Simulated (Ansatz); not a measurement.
**AlGaCl+ (triplet): the correlation ladder, cc-pVDZ**

The task here is to estimate one member of a computed series from the others.

Method: cc-pVDZ, core rule «outside noble gas», up to 24 orbitals frozen; program: Ansatz 0.2.0, Gaussian basis.

Plan: UHF; CCSD(T) on ROHF; CCSD(T) on UHF; BCCD(T) on ROHF; CISD; CCSDT(Q) on ROHF; CCSDT(Q) on UHF.

36 further runs of the same task are left out: 11 for a known fault of the program, 13 that didn't finish, 12 set aside as unsound or not needed.

## The geometry

The geometry is a PBE0/def2-TZVP stationary point (not a proven minimum) of the parent state, kept for this charge and spin. No spin-orbit coupling is included. The filled d shell of Ga may be among the frozen orbitals whatever the setting's name suggests; the logs give the count.

3 atoms, charge 1, spin multiplicity 3.

Atoms are counted from 1 here; the program's logs count them from 0.

Bond lengths: Cl1–Al2 2.091 Å, Al2–Ga3 2.316 Å. Angles: Cl1–Al2–Ga3 180.0°.

Set-up of the first run:

in.yaml reads:

```yaml
crystal:
  periodic: [false, false, false]
  atoms:
    - {symbol: Cl, position_ang: [0.000000, 0.000000, -2.166000]}
    - {symbol: Al, position_ang: [0.000000, 0.000000, -0.075200]}
    - {symbol: Ga, position_ang: [0.000000, 0.000000, 2.241200]}
basis:
  gaussian: {orbitals: cc-pVDZ}
total_charge: 1
magnetization: {spin_polarized: true, initial_magnetization: 2}
hamiltonian: {xc: hf}
output: {orbitals: {seedname: orbitals}}
```

Started as:

```sh
$ ansatz run in.yaml --threads 1 --pin off --events-out ev --progress --plain --max-ram 2393MiB
```

Steps of the session up to this table: UHF; CCSD(T) on ROHF; CCSD(T) on UHF; BCCD(T) on ROHF; CISD; CCSDT(Q) on ROHF; CCSDT(Q) on UHF.

One table of the session follows, with a row left open; its other results are not shown here.

It belongs to the step «Misses and costs». 

```
   method  from UCCSDT(Q) (kJ/mol)
     ROHF                   +613.7
      UHF                   +603.1
     RMP2                    +95.4
     UMP2                    +94.1
     CISD                    +72.9
    RCCSD                    +23.0
    UCCSD                    +21.6
 RCCSD(T)                     +5.5
 UCCSD(T)                     +4.5
  BCCD(T)                     +5.4
   RCCSDT                        ?
   UCCSDT                     +1.5
RCCSDT(Q)                     +1.2
UCCSDT(Q)                        0
```

Estimate the missing values for RCCSDT.

As computed: from UCCSDT(Q) (kJ/mol): +2.6. In the column «from UCCSDT(Q) (kJ/mol)» it lies between UCCSDT (+1.5) and UCCSD(T) (+4.5).

To keep in mind: Restricted and unrestricted rows rest on different reference determinants; where their highest levels disagree by more than a few hundredths of an eV, they describe different states and don't form one ladder.
